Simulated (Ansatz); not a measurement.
# B2FGaH4: small, medium and large basis sets

One table from this session's results is given with a row withheld; the runs are named, their logs left out.

Program: Ansatz 0.2.0, Gaussian basis. Level of theory: one geometry, several basis sets. These are calculated values, not measurements.

The runs, in order: PBE0-D4/def2-SVP; ωB97M-V/def2-SVP; PBE0-D4/def2-QZVPP; ωB97M-V/def2-QZVPP; the functionals' def2-TZVPP values are taken from earlier runs.

## The geometry

The geometry comes from an earlier relaxation with PBE0-D4 in a triple-zeta def2 set; it is a stationary point, not always the lowest conformer.

SMILES `[BH2][Ga]([BH2])[F]`, 8 atoms, charge 0, spin multiplicity 1.

Atoms are counted from 1 here; the program's logs count them from 0.

Bond lengths: B1–Ga2 2.087 Å, B1–H5 1.197 Å, B1–H6 1.197 Å, Ga2–B3 2.087 Å, Ga2–F4 1.782 Å, B3–H7 1.197 Å, B3–H8 1.197 Å. Angles: Ga2–B1–H5 121.7°, Ga2–B1–H6 121.7°, H5–B1–H6 116.5°, B1–Ga2–B3 138.5°, B1–Ga2–F4 110.8°, B3–Ga2–F4 110.8°, Ga2–B3–H7 121.7°, Ga2–B3–H8 121.7°, H7–B3–H8 116.5°.

Geometry (Å):

```
B    -0.8216    1.7474    0.3403
Ga   -0.2598   -0.1462   -0.3324
B     1.2024   -1.5782    0.0740
F    -1.3449   -0.7026   -1.6319
H    -0.3777    2.7461   -0.1474
H    -1.5967    1.8909    1.2409
H     2.2566   -1.5801   -0.4925
H     1.0340   -2.4343    0.8934
```

The first run:

Contents of in.yaml:

```yaml
crystal:
  periodic: [false, false, false]
  atoms:
    - {symbol: B, position_ang: [-0.821621, 1.747362, 0.340292]}
    - {symbol: Ga, position_ang: [-0.259829, -0.146221, -0.332424]}
    - {symbol: B, position_ang: [1.202353, -1.578241, 0.074033]}
    - {symbol: F, position_ang: [-1.344932, -0.702604, -1.631917]}
    - {symbol: H, position_ang: [-0.377728, 2.746054, -0.147439]}
    - {symbol: H, position_ang: [-1.596733, 1.890930, 1.240862]}
    - {symbol: H, position_ang: [2.256556, -1.580123, -0.492505]}
    - {symbol: H, position_ang: [1.034033, -2.434256, 0.893399]}
basis:
  gaussian: {orbitals: def2-SVP}
hamiltonian: {xc: pbe0, dispersion: d4}
output: {orbitals: {seedname: orbitals}}
```

On the command line:

```sh
$ ansatz run in.yaml --threads 2 --pin off --events-out ev --progress --plain --max-ram 4352MiB
```

Among the steps run: PBE0-D4 in def2-SVP; ωB97M-V in def2-SVP; PBE0-D4 in def2-QZVPP; ωB97M-V in def2-QZVPP.

One of the session's tables, all rows but one given; the rest of the session is left out.

It belongs to the step «Density functionals: the series». 

| functional | basis | HOMO (eV) | LUMO (eV) |
| --- | --- | --- | --- |
| PBE0-D4 | def2-SVP | -7.29 | -2.82 |
| PBE0-D4 | def2-TZVPP | -7.33 | -2.89 |
| PBE0-D4 | def2-QZVPP | -7.36 | -2.91 |
| ωB97M-V | def2-SVP | -9.36 | -0.78 |
| ωB97M-V | def2-TZVPP | -9.43 | -0.96 |
| ωB97M-V | def2-QZVPP | ? | ? |

Q: Estimate the row for ωB97M-V, def2-QZVPP from the others.

**Answer.** HOMO (eV): -9.46; LUMO (eV): -1.02. In the column «HOMO (eV)» it is the lowest.
